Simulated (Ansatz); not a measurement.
# C4H12GeS4: basis-set convergence

An exercise on one series of results from a longer session: the logs are not shown, and one member is left open.

Computed with Ansatz 0.2.0, Gaussian basis. Level: one geometry, several basis sets.

Plan: PBE0-D4/def2-SVP; ωB97M-V/def2-SVP; PBE0-D4/def2-QZVPP; ωB97M-V/def2-QZVPP; the functionals' def2-TZVPP values are taken from earlier runs.

**Structure used throughout**

All runs share one geometry, relaxed beforehand with PBE0-D4 in a triple-zeta def2 set.

SMILES `C[S][Ge]([S]C)([S]C)[S]C`, 21 atoms, charge 0, spin multiplicity 1.

Atoms are counted from 1 here; the program's logs count them from 0.

Bond lengths: C1–S2 1.815 Å, C1–H10 1.090 Å, C1–H11 1.090 Å, C1–H12 1.090 Å, S2–Ge3 2.213 Å, Ge3–S4 2.213 Å, Ge3–S6 2.213 Å, Ge3–S8 2.213 Å, S4–C5 1.815 Å, C5–H13 1.090 Å, C5–H14 1.090 Å, C5–H15 1.090 Å, S6–C7 1.815 Å, C7–H16 1.090 Å, C7–H17 1.090 Å, C7–H18 1.090 Å, S8–C9 1.815 Å, C9–H19 1.090 Å and more. Angles: S2–C1–H10 106.4°, S2–C1–H11 110.9°, S2–C1–H12 110.9°, H10–C1–H11 109.4°, H10–C1–H12 109.4°, H11–C1–H12 109.7°, C1–S2–Ge3 98.2°, S2–Ge3–S4 112.3°, S2–Ge3–S6 104.0°, S2–Ge3–S8 112.3°, S4–Ge3–S6 112.3°, S4–Ge3–S8 104.0°, S6–Ge3–S8 112.3°, Ge3–S4–C5 98.2°, S4–C5–H13 106.4°, S4–C5–H14 110.9°, S4–C5–H15 110.9°, H13–C5–H14 109.4° and more.

Set-up of the first run:

Input file in.yaml:

```yaml
crystal:
  periodic: [false, false, false]
  atoms:
    - {symbol: C, position_ang: [2.515949, -0.238495, -1.704299]}
    - {symbol: S, position_ang: [1.517242, 1.156177, -1.111709]}
    - {symbol: Ge, position_ang: [-0.005941, 0.000483, 0.002175]}
    - {symbol: S, position_ang: [-1.073892, -1.443230, -1.290739]}
    - {symbol: C, position_ang: [-1.730964, -0.264708, -2.504425]}
    - {symbol: S, position_ang: [-1.356889, 1.547742, 0.825236]}
    - {symbol: C, position_ang: [-2.514515, 0.446932, 1.686522]}
    - {symbol: S, position_ang: [0.889696, -1.258701, 1.586087]}
    - {symbol: C, position_ang: [1.705872, 0.058290, 2.531114]}
    - {symbol: H, position_ang: [3.330316, 0.190913, -2.287494]}
    - {symbol: H, position_ang: [2.927436, -0.804206, -0.868919]}
    - {symbol: H, position_ang: [1.924403, -0.898009, -2.338588]}
    - {symbol: H, position_ang: [-2.298418, -0.850408, -3.227372]}
    - {symbol: H, position_ang: [-2.390826, 0.458329, -2.025875]}
    - {symbol: H, position_ang: [-0.922798, 0.257635, -3.015534]}
    - {symbol: H, position_ang: [-3.259982, 1.088944, 2.155350]}
    - {symbol: H, position_ang: [-2.001605, -0.132768, 2.453388]}
    - {symbol: H, position_ang: [-3.005766, -0.226105, 0.984456]}
    - {symbol: H, position_ang: [0.976842, 0.775425, 2.907212]}
    - {symbol: H, position_ang: [2.446162, 0.573449, 1.919738]}
    - {symbol: H, position_ang: [2.203277, -0.427089, 3.370577]}
basis:
  gaussian: {orbitals: def2-SVP}
hamiltonian: {xc: pbe0, dispersion: d4}
output: {orbitals: {seedname: orbitals}}
```

Run with:

```
ansatz run in.yaml --threads 4 --pin off --events-out ev --progress --plain --max-ram 46080MiB --backend cpu
```

Steps of the session up to this table: PBE0-D4 in def2-SVP; ωB97M-V in def2-SVP; PBE0-D4 in def2-QZVPP; ωB97M-V in def2-QZVPP.

One of the session's tables, all rows but one given; the rest of the session is left out.

It belongs to the step «Density functionals: the series». 

```
functional       basis  HOMO (eV)
   PBE0-D4    def2-SVP      -6.78
   PBE0-D4  def2-TZVPP          ?
   PBE0-D4  def2-QZVPP      -6.86
   ωB97M-V    def2-SVP      -8.93
   ωB97M-V  def2-TZVPP      -9.02
   ωB97M-V  def2-QZVPP      -9.05
```

**Question.** Estimate the row for PBE0-D4, def2-TZVPP.

The run gave: HOMO (eV): -6.84. In the column «HOMO (eV)» it lies between PBE0-D4, def2-QZVPP (-6.86) and PBE0-D4, def2-SVP (-6.78).
